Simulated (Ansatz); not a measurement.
# CH6BFSi: up Jacob's ladder to CCSD(T)

One table from this session's results is given with a row withheld; the runs are named, their logs left out.

The runs use Ansatz 0.2.0, Gaussian basis; functionals in def2-TZVPP, the program's frozen cores in correlated methods.

The runs, in order: LDA (SPW92), PBE-D4, revPBE-D4, BLYP-D4, r2SCAN-D4, B97M-V, PBE0-D4, B3LYP-D4, r2SCANh-D4, r2SCAN0-D4, HSE06-D4, BHLYP-D4, CAM-B3LYP-D4, LC-ωPBE, ωB97X-V, ωB97M-V, B2PLYP, PBE-QIDH; CCSD(T)/def2-SVP; CCSD(T)/def2-TZVPP; MP2/def2-QZVPP; extrapolation to the limit; RPA on PBE.

### Structure used throughout

An earlier PBE0-D4 in a triple-zeta def2 set relaxation fixed the geometry.

SMILES `BC[SiH2]F`, 10 atoms, charge 0, spin multiplicity 1.

Atoms are counted from 1 here; the program's logs count them from 0.

Bond lengths: B1–C2 1.537 Å, B1–H5 1.197 Å, B1–H6 1.197 Å, C2–Si3 1.871 Å, C2–H7 1.096 Å, C2–H8 1.096 Å, Si3–F4 1.602 Å, Si3–H9 1.482 Å, Si3–H10 1.482 Å. Angles: C2–B1–H5 120.7°, C2–B1–H6 120.7°, H5–B1–H6 118.6°, B1–C2–Si3 111.4°, B1–C2–H7 113.6°, B1–C2–H8 113.6°, Si3–C2–H7 103.5°, Si3–C2–H8 103.5°, H7–C2–H8 110.3°, C2–Si3–F4 107.7°, C2–Si3–H9 111.7°, C2–Si3–H10 111.8°, F4–Si3–H9 107.4°, F4–Si3–H10 107.4°, H9–Si3–H10 110.6°.

Set-up of the first run:

Input file in.yaml:

```yaml
crystal:
  periodic: [false, false, false]
  atoms:
    - {symbol: B, position_ang: [-1.485814, 0.520723, -0.041612]}
    - {symbol: C, position_ang: [-0.408376, -0.522494, -0.378704]}
    - {symbol: Si, position_ang: [1.266505, -0.009985, 0.278358]}
    - {symbol: F, position_ang: [2.319420, -1.146496, -0.128849]}
    - {symbol: H, position_ang: [-1.699281, 1.439073, -0.779707]}
    - {symbol: H, position_ang: [-2.092608, 0.461782, 0.988920]}
    - {symbol: H, position_ang: [-0.235892, -0.642527, -1.454189]}
    - {symbol: H, position_ang: [-0.579945, -1.497772, 0.090576]}
    - {symbol: H, position_ang: [1.269375, 0.086593, 1.757192]}
    - {symbol: H, position_ang: [1.729716, 1.259901, -0.329185]}
basis:
  gaussian: {orbitals: def2-TZVPP}
hamiltonian: {xc: lda}
output: {orbitals: {seedname: orbitals}}
```

Run with:

```console
$ ansatz run in.yaml --threads 2 --pin off --events-out ev --progress --plain --max-ram 4352MiB
```

Among the steps run: LDA; PBE-D4 (GGA); revPBE-D4 (GGA); BLYP-D4 (GGA); r2SCAN-D4 (meta-GGA); B97M-V (meta-GGA); B3LYP-D4 (hybrid); r2SCANh-D4 (hybrid); r2SCAN0-D4 (hybrid); HSE06-D4 (hybrid); BHLYP-D4 (hybrid); CAM-B3LYP-D4 (range-separated); LC-ωPBE (range-separated); ωB97X-V (range-separated); ωB97M-V (range-separated); B2PLYP (double hybrid); PBE-QIDH (double hybrid).

One table of the session follows, with a row left open; its other results are not shown here.

It belongs to the step «Orbital energies across the functionals». 

| functional | HOMO (eV) | LUMO (eV) | gap (eV) |
| --- | --- | --- | --- |
| LDA (SPW92) | -7.83 | -2.95 | 4.88 |
| PBE-D4 | -7.84 | -2.66 | 5.19 |
| revPBE-D4 | -7.83 | -2.53 | 5.30 |
| BLYP-D4 | -7.80 | -2.50 | 5.30 |
| r2SCAN-D4 | -8.18 | -2.28 | 5.91 |
| B97M-V | -8.27 | -2.41 | 5.87 |
| PBE0-D4 | -9.27 | -1.68 | 7.58 |
| B3LYP-D4 | -9.04 | -1.90 | 7.13 |
| r2SCANh-D4 | -8.70 | -1.95 | 6.76 |
| r2SCAN0-D4 | ? | ? | ? |
| HSE06-D4 | -8.86 | -2.07 | 6.79 |
| BHLYP-D4 | -10.49 | -0.67 | 9.82 |
| CAM-B3LYP-D4 | -10.65 | -0.61 | 10.04 |
| LC-ωPBE | -12.02 | 0.60 | 12.62 |
| ωB97X-V | -11.65 | 0.49 | 12.14 |
| ωB97M-V | -11.51 | 0.22 | 11.73 |

Estimate the missing values for r2SCAN0-D4.

Worked estimate for «HOMO (eV)». Against the share of exact exchange, r2SCAN-D4 (0, -8.18), r2SCANh-D4 (0.1, -8.70) give a slope of -5.20 per unit share; at 0.25 the line stands at -9.48.

**Answer.** HOMO (eV): -9.47; LUMO (eV): -1.46; gap (eV): 8.01. In «HOMO (eV)» the line misses by -0.01.
